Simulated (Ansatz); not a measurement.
## Te, space group Imma: a frozen displacement of one atom, step by step

Computed with the Ansatz DFT code, driven from Python.

`te.extxyz`
```text
2
Lattice="-2.95779146 3.87596566 1.53515289 2.95779146 -3.87596566 1.53515289 2.95779146 3.87596566 -1.53515289" Properties=species:S:1:pos:R:3 pbc="T T T"
Te   -0.00000000    5.81394849    0.76472407
Te    2.95779146   -1.93798283    0.77042882
```

Notebook, run cell by cell (the value of a cell's last expression is shown):

In [1]:
```python
import warnings

import ansatz as az
import numpy as np

warnings.simplefilter("ignore", az.DeckWarning)
```

In [2]:
```python
te = az.Crystal.from_extxyz("te.extxyz")
```

In [3]:
```python
inverse = np.linalg.inv(np.array(te.lattice.vectors))
home = np.array(te.sites[1].position)
values = np.linspace(-0.1, 0.1, 5)
energies, pulls = [], []
for shift in values:
    moved = te.move(1, to=home + shift * inverse[2])
    calculation = (
        moved.calculation()
        .functional("PBEsol")
        .kpoints(mesh=(10, 10, 10))
        .occupations("fermi_dirac", width=100 * az.meV)
        .forces()
    )
    report = calculation.run(threads=1, pin="off").report
    energies.append(report["free_energy_ev"])
    pulls.append(report["forces_ev_ang"][1][2])
```

In [4]:
```python
# the force is minus the slope of the free energy
print("shift (A)   dE (eV)   force along z (eV/A)")
for shift, e, f in zip(values, energies, pulls):
    print(f"{shift:8.3f} {e - energies[2]:10.5f} {f:12.4f}")
print(f"stiffness from energies {2 * np.polyfit(values, energies, 2)[0]:.3f}, from forces {-np.polyfit(values, pulls, 1)[0]:.3f} eV/A^2")
```
```text
shift (A)   dE (eV)   force along z (eV/A)
  -0.100    0.00172       0.0367
  -0.050    0.00037       0.0172
   0.000    0.00000      -0.0022
   0.050    0.00059      -0.0216
   0.100    0.00216      -0.0412
stiffness from energies 0.388, from forces 0.389 eV/A^2
```

What to keep in mind:
- In a metal a curvature from energy changes of a few meV or less hangs on mesh and smearing, in size and even in sign.
- This isn't the structure that Te takes at ambient conditions.
- All periodic images of the atom move with it, so the curvature is one diagonal element of the zone-centre force constants and no normal mode; a positive value doesn't exclude soft modes in which several atoms move.
- Hardware and time: 46 s on 1 thread of Arm Neoverse V2, with other jobs on the host, peak memory 0.54 GiB.
